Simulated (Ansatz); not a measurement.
# H2O (water) at r2SCAN/aug-cc-pVTZ

What is the electronic atomisation energy of H2O (water) at r2SCAN/aug-cc-pVTZ? 

The results are computed with Ansatz 0.2.0.

24 further runs of the same task are left out: 24 set aside as unsound or not needed.

## Step 1: Starting point

H2O: 3 atoms, total charge 0, spin state singlet. SMILES: `O`. The shape is that of a PBE0-D4/def2-TZVP optimisation.

Bond lengths: O1–H2 0.960 Å, O1–H3 0.960 Å. Angles: H2–O1–H3 105.1°.

## Step 2: A single-point energy at r2SCAN/aug-cc-pVTZ

File molecule.yaml:

```yaml
crystal:
  periodic: [false, false, false]
  atoms:
    - {symbol: O, position_ang: [-0.302700, 0.200200, -0.140600]}
    - {symbol: H, position_ang: [0.466500, 0.548400, 0.315300]}
    - {symbol: H, position_ang: [-0.163800, -0.748600, -0.174700]}
basis:
  gaussian: {orbitals: aug-cc-pVTZ}
hamiltonian: {xc: r2scan}
output: {orbitals: {seedname: orbitals}}
accuracy: high
```

On the command line:

```bash
ansatz run molecule.yaml --threads 1 --pin off --max-ram 3480MiB --events-out events.jsonl --progress --plain --runs-dir runs
```

Standard output:

```text
Warning: RAYON_NUM_THREADS=1 ignored (pool sized by the plan → 1); use --threads N
Functional definition: r2SCAN
  name "r2SCAN"
  parameter k0 = 0.174
  parameter k1 = 0.065
  parameter a1 = 4.9479
  exchange = r2scan_x(k0 = k0, k1 = k1, a1 = a1)
  correlation = r2scan_c
1351 factors; integrals over basis functions are off by at most 2.9e-9 eV
mean field evaluation 1: about -2074.6149 eV, gradient 5.6e1 eV
mean field evaluation 2: about -2060.3742 eV, gradient 1.0e2 eV
mean field evaluation 4: about -2079.5646 eV, gradient 9.1e-1 eV
mean field evaluation 8: about -2079.5669 eV, gradient 1.2e-2 eV
mean field evaluation 16: about -2079.5669 eV, gradient 3.3e-7 eV
mean field -2079.56686146 eV, -76.4226725777 hartree, gradient 2.2e-8 eV, S^2 0.000000; 0 other end points of the search recorded, 0 dependent functions left out
reference -2079.56686233 eV, -76.4226726097 hartree; 5, 5 occupied and 87, 87 virtual orbitals, 1351 factors
Total energy: -2079.56686233 eV, -76.4226726097 hartree
```

It took 2.7 s on 1 thread of Arm Neoverse V2, shared host; peak memory 0.17 GiB.

## Step 3: The H atom at the same level

File in.yaml:

```yaml
crystal:
  periodic: [false, false, false]
  atoms:
    - symbol: H
      position_ang: [0.000000, 0.000000, 0.000000]
basis:
  gaussian: {orbitals: aug-cc-pVTZ}
hamiltonian: {xc: {name: r2SCAN}}
magnetization: {spin_polarized: true, initial_magnetization: 1}
accuracy: high
```

Run the same way, it converges to -0.50000 Eh (log not shown).

## Step 4: The O atom

File job.yaml:

```yaml
crystal:
  periodic: [false, false, false]
  atoms:
    - symbol: O
      position_ang: [0.000000, 0.000000, 0.000000]
basis:
  gaussian:
    orbitals: aug-cc-pVTZ
magnetization:
  spin_polarized: true
  initial_magnetization: 2
hamiltonian:
  xc: r2scan
accuracy: high
```

Run the same way, it converges to -75.05659 Eh (log not shown).

## Step 5: Outcome

Level: r2SCAN/aug-cc-pVTZ.

```
                     quantity         value
       molecule: total energy  -76.42267 Eh
        molecule: HOMO energy      -7.61 eV
        molecule: LUMO energy      -0.22 eV
      molecule: HOMO–LUMO gap       7.39 eV
         H atom: total energy   -0.50000 Eh
                 H atom: ⟨S²⟩         0.750
         O atom: total energy  -75.05659 Eh
                 O atom: ⟨S²⟩         2.006
electronic atomisation energy      9.962 eV
```

Taking the molecule apart into free atoms costs 9.96 eV (961 kJ/mol), before zero-point energy and without spin-orbit coupling.
